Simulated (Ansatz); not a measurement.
# C₃H₅BClF: small, medium and large basis sets

How large a basis does C₃H₅BClF need? Two functionals are run in growing sets.

Program: Ansatz 0.2.0, Gaussian basis. Level of theory: one geometry, several basis sets. These are calculated values, not measurements.

Levels to be run: PBE0-D4/def2-SVP; ωB97M-V/def2-SVP; PBE0-D4/def2-QZVPP; ωB97M-V/def2-QZVPP; the functionals' def2-TZVPP values are taken from earlier runs.

## (1) Structure used throughout

An earlier PBE0-D4 in a triple-zeta def2 set relaxation fixed the geometry.

SMILES `C=C(C)B(F)Cl`, 11 atoms, charge 0, spin multiplicity 1.

Atoms are counted from 1 here; the program's logs count them from 0.

Bond lengths: C1–C2 1.337 Å, C1–H7 1.087 Å, C1–H8 1.084 Å, C2–C3 1.498 Å, C2–B4 1.548 Å, C3–H9 1.093 Å, C3–H10 1.093 Å, C3–H11 1.092 Å, B4–F5 1.321 Å, B4–Cl6 1.759 Å. Angles: C2–C1–H7 121.8°, C2–C1–H8 121.4°, H7–C1–H8 116.8°, C1–C2–C3 122.2°, C1–C2–B4 117.1°, C3–C2–B4 120.7°, C2–C3–H9 111.0°, C2–C3–H10 111.0°, C2–C3–H11 111.4°, H9–C3–H10 106.3°, H9–C3–H11 108.5°, H10–C3–H11 108.5°, C2–B4–F5 121.4°, C2–B4–Cl6 122.0°, F5–B4–Cl6 116.6°.

## (2) PBE0-D4 in def2-SVP

in.yaml reads:

```yaml
crystal:
  periodic: [false, false, false]
  atoms:
    - {symbol: C, position_ang: [-0.279963, -1.188108, -0.890655]}
    - {symbol: C, position_ang: [-0.058309, -0.111733, -0.129290]}
    - {symbol: C, position_ang: [0.856334, -0.148224, 1.056018]}
    - {symbol: B, position_ang: [-0.791802, 1.194156, -0.521745]}
    - {symbol: F, position_ang: [-1.601101, 1.242930, -1.565054]}
    - {symbol: Cl, position_ang: [-0.594639, 2.684521, 0.391159]}
    - {symbol: H, position_ang: [0.195109, -2.143697, -0.684231]}
    - {symbol: H, position_ang: [-0.944942, -1.148001, -1.746322]}
    - {symbol: H, position_ang: [0.323757, 0.125731, 1.970850]}
    - {symbol: H, position_ang: [1.669129, 0.574962, 0.946644]}
    - {symbol: H, position_ang: [1.291827, -1.139637, 1.193230]}
basis:
  gaussian: {orbitals: def2-SVP}
hamiltonian: {xc: pbe0, dispersion: d4}
output: {orbitals: {seedname: orbitals}}
```

The runs that follow: ωB97M-V in def2-SVP; PBE0-D4 in def2-QZVPP; ωB97M-V in def2-QZVPP.

**Question.** What will the summary of the whole plan be? Wanted: PBE0-D4: double and triple zeta above quadruple; ωB97M-V: double and triple zeta above quadruple.

**Answer**, as computed:

| quantity | value |
| --- | --- |
| PBE0-D4: double and triple zeta above quadruple | 12.43, 0.72 eV |
| ωB97M-V: double and triple zeta above quadruple | 12.62, 0.68 eV |

What this shows: PBE0-D4 gains 11.72 eV from double to triple zeta, then 0.72 eV more. These are total energies; as a rule much of such shifts cancels in differences, which this series doesn't test.
